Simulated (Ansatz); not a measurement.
# TeRu (F-43m) in Ansatz: further runs, part 2 of 2

Ansatz 0.2.0. Earlier steps stand in the parts before.

### Step 5. Single point, r2SCAN+U, collinear spin, program default start

File input.yaml:

```yaml
crystal:
  lattice:
    - [0.0, 3.11392972, 3.11392972]
    - [3.11392972, 0.0, 3.11392972]
    - [3.11392972, 3.11392972, 0.0]
  atoms:
    - { symbol: Ru, position: [0.0, 0.0, 0.0] }
    - { symbol: Te, position: [0.25, 0.25, 0.25] }
hamiltonian:
  xc: r2scan
  pseudopotentials: { kind: paw }
  hubbard: { sites: [{ species: Ru, l: d, u_eff: 6.0 }] }
magnetization:
  spin_polarized: true
kpoints:
  mp_grid: { grid: [5, 5, 5] }
scf:
  occupations: { method: gaussian, width: 0.05 }
output:
  forces: true
  stress: true
  eigenvalues: true
  write_density: true
  write_potential: true
  elf: true
  volumetric_format: npy
```

Potentials or basis: Ansatz PAW.

Command:

```
ansatz run input.yaml --threads 2 --pin off --max-ram 5632MiB --backend cpu --events-out ev --progress --plain --runs-dir out
```

The log of the run:

```text
Warning: RAYON_NUM_THREADS=2 ignored (pool sized by the plan → 2); use --threads N
Ru: projections on atomic orbitals take those of the free atom [Ar 3d10] 4s2 4p6 4d7 5s1, of charge +0.00 (hamiltonian.pseudopotentials.projection_atoms); the dataset's partial waves leave at most 8.1e-6 of an orbital's norm unspanned inside its sphere
Te: projections on atomic orbitals take those of the free atom [Kr] 4d10 5s2 5p4, of charge +0.00 (hamiltonian.pseudopotentials.projection_atoms); the dataset's partial waves leave at most 7.8e-6 of an orbital's norm unspanned inside its sphere
band count auto-derived: 22 (N_el = 32.0; filled up to band 16; 20 by the electrons, moments and atoms)
Engine: ansatz 0.2.0, aarch64-unknown-linux-gnu
Pseudopotentials: kind: paw
Pseudopotential: Ru, paw, valence charge 16, recommended cutoff 500 eV (meta_gga), Ru.paw.azcp
[... 86 lines left out ...]
  atom   1  Ru     0.00000000    -0.00000000     0.00000000
  atom   2  Te    -0.00000000     0.00000000    -0.00000000
  max |Σ_I F_I| component: 2.78e-17 eV/Å
--- Stress (GPa, compression-positive) ---
        3.715149      -0.000000       0.000000
       -0.000000       3.715149      -0.000000
        0.000000      -0.000000       3.715149
  P = ⅓ Tr σ = 3.7151 GPa (37.151 kbar)
--- Band table (eV; the first three rows and the last of 20) ---
  k-point 0 ↑: bands = ["-66.1379", "-35.5183", "-35.5183", "-35.5183", "-28.6834", "-28.6834", "-28.6834", "-28.6740", "-28.6740", "-2.9926", "2.6259", "2.6259", "2.6259", "4.4252", "4.4252", "10.8055", "10.8055", "10.8055", "11.4526", "15.2399", "15.2399", "15.2399"]
  k-point 1 ↑: bands = ["-66.1379", "-35.5188", "-35.5184", "-35.5184", "-28.6851", "-28.6841", "-28.6841", "-28.6735", "-28.6735", "-2.8452", "2.7451", "2.7451", "2.7649", "4.3884", "4.3884", "8.4627", "10.2820", "10.2820", "12.6117", "15.3615", "15.7836", "15.7836"]
  k-point 2 ↑: bands = ["-66.1380", "-35.5194", "-35.5183", "-35.5183", "-28.6880", "-28.6849", "-28.6849", "-28.6728", "-28.6728", "-2.6175", "2.9181", "2.9181", "3.5918", "4.4015", "4.4015", "5.6467", "9.5132", "9.5132", "12.7699", "16.0645", "16.0645", "16.7335"]
  k-point 9 ↓: bands = ["-63.8929", "-33.0894", "-33.0884", "-33.0879", "-28.7589", "-28.7540", "-28.7526", "-28.7408", "-28.7405", "-2.6065", "3.8552", "4.6812", "5.6522", "6.5821", "7.3032", "11.1310", "12.3002", "12.5374", "15.6146", "15.9180", "16.2026", "18.5783"]
Occupation matrices written to <dir>
```

rho_z.tsv:

```text
# z_ang	rho[e/angstrom^3]	rho_spin[e/angstrom^3]
# format = ansatz-planar-average/11
# lattice	0.000000000	3.113929720	3.113929720
# lattice	3.113929720	0.000000000	3.113929720
# lattice	3.113929720	3.113929720	0.000000000
# sites	2
# site	44	0.000000000	0.000000000	0.000000000
# site	52	1.556964860	1.556964860	1.556964860
0.000000	9.285388e-1	1.319983e-1
0.122327	9.474170e-1	1.213009e-1
0.244653	9.531100e-1	9.723428e-2
0.366980	9.501113e-1	7.227550e-2
0.489307	9.471797e-1	5.426142e-2
0.611634	9.548603e-1	4.245969e-2
[... 28 lines left out ...]
4.159108	8.293470e-1	1.047946e-1
4.281435	8.919183e-1	1.239993e-1
```

v_z.tsv:

```text
# z_ang	v_es[eV]	v_tot_up[eV]	v_tot_dn[eV]
# format = ansatz-planar-average/11
# xc	r2scan
# density_cutoff_ev	2000
# datasets	Ru=:simpson_from_first_knot:soft:shift=0	Te=:simpson_from_first_knot:soft:shift=0
# lattice	0.000000000	3.113929720	3.113929720
# lattice	3.113929720	0.000000000	3.113929720
# lattice	3.113929720	3.113929720	0.000000000
# sites	2
# site	44	0.000000000	0.000000000	0.000000000
# site	52	1.556964860	1.556964860	1.556964860
0.000000	-2.382326e0	-1.511409e1	-1.408502e1
0.122327	-2.870881e0	-1.588447e1	-1.498440e1
0.244653	-2.655775e0	-1.585947e1	-1.522199e1
0.366980	-1.721030e0	-1.500092e1	-1.466899e1
0.489307	-1.651608e-1	-1.343325e1	-1.336618e1
0.611634	1.829218e0	-1.132117e1	-1.139864e1
[... 28 lines left out ...]
4.159108	5.936862e-2	-1.185838e1	-1.094586e1
4.281435	-1.334553e0	-1.369183e1	-1.270258e1
```

Wall time 29 s (2 threads of Arm Neoverse V1, shared host); peak memory 0.64 GiB.

Results:

| Item | Value |
| --- | --- |
| Free energy | -12881.6984 eV |
| Pressure | 3.7 GPa |
| Band gap on the k mesh | none (metal or under the smearing width) |
| Net moment | 2.00 μB per cell |
| Absolute moment | 3.01 μB per cell |
| Site moments | Ru +2.15; Te -0.33 μB |

Eigenvalues of the final occupation matrices:
```
  site  spin  trace               eigenvalues
site 1     1   4.79  0.95 0.95 0.95 0.98 0.98
site 1     2   2.31  0.11 0.11 0.11 0.98 0.98
```

Caveat: the magnetic or orbital state may not be the lowest; the PAW data sets come from PBE, with cores solved anew for the run's functional, which leaves a small shift of forces and pressure; the U is typed as a test and isn't derived for this compound. The run has no spin-orbit coupling, so splittings on Te are missing.

### Step 6. Overview

| level | spin | cutoff (eV) | gap on the mesh (eV) | pressure (GPa) | moment (μB) |
| --- | --- | --- | --- | --- | --- |
| r2SCAN+U | collinear, ferromagnetic start | 500 | none | 3.7 | 2.00 |
| PBEsol+U | collinear, ferromagnetic start | 420 | none | 0.5 | 2.00 |
| r2SCAN+U | collinear, program default start | 500 | none | 3.7 | 2.00 |

Alike in all rows: task single point; potentials or basis Ansatz PAW; Ru d U = 6 eV; cell as given; k mesh 5 × 5 × 5; smearing gaussian 0.05 eV.

Every run on the cell as given and a fine mesh finds a metal. The pressure there spans 0.5 GPa (PBEsol+U) to 3.7 GPa (r2SCAN+U); a positive pressure means that this level wants a larger cell, a negative one a smaller.

Caveats: the magnetic or orbital state may not be the lowest; the PAW data sets come from PBE, with cores solved anew for the run's functional, which leaves a small shift of forces and pressure; the U is typed as a test and isn't derived for this compound.

Absolute energies hang on the potentials; compare differences alone.
